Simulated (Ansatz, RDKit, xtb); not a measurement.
**Isomers of C3H2F4O, a sample narrowed down**

A sample of isomers of C3H2F4O is drawn. Aim: find which of them has the lowest free energy at 298.15 K, then its properties. The sample is small against all isomers, and the most stable one of this formula need not be in it.

The funnel: GFN2-xTB relaxations, single points with a density functional, relaxations at PBE0-D3(BJ)/def2-SVP, harmonic vibrations (at GFN2-xTB), and a last energy at a higher level. All values are calculated.

## (1) Possible bonding patterns

Isomers were taken from a list of plausible structures; this is a sample, not all of them. That gives 7 candidates.

```csv
label,SMILES,spin
c036,C=C(F)OC(F)(F)F,singlet
c340,FC(F)[C@@]1(F)O[C@@H]1F,singlet
c636,F[C@@H]1O[C@H]1C(F)(F)F,singlet
c725,F/C=C\OC(F)(F)F,singlet
c755,FC[C@]1(F)OC1(F)F,singlet
c800,O=C[C@H](F)C(F)(F)F,singlet
c876,FC(F)(F)[C@]1(F)CO1,singlet
```

Candidates are built by distance geometry, with a force field where one applies, in up to four conformers (letters a to d).

Q: Predict the outcome of this search (final energies at CCSD(T)/def2-SVP + MP2/def2-TZVPP - MP2/def2-SVP).

| quantity | value |
| --- | --- |
| lowest structure found | O=C[C@H](F)C(F)(F)F, singlet |
| next finalist | C=C(F)OC(F)(F)F, singlet, 4.2 kcal/mol higher in G |
| share at equilibrium, among the finalists | 99.9 % |

The lowest structure found is `O=C[C@H](F)C(F)(F)F`. Among the finalists first place is clear (4.2 kcal/mol); structures outside the list aren't covered. HF/def2-SVP and MP2/def2-SVP already put its bonding pattern lowest among the structures in one piece; GFN2-xTB, r2SCAN-D4/def2-SVP and PBE0-D3(BJ)/def2-SVP favour the singlet C=C(F)OC(F)(F)F; HF/STO-3G favours the singlet C=C(F)OC(F)(F)F (c036a, not a finalist). The search is not exhaustive (a finite list of starts, one conformer a finalist), so a lower isomer can't be ruled out. Only 7 drawn patterns were tried, so whole families of isomers are missing, and the result ranks this sample alone.
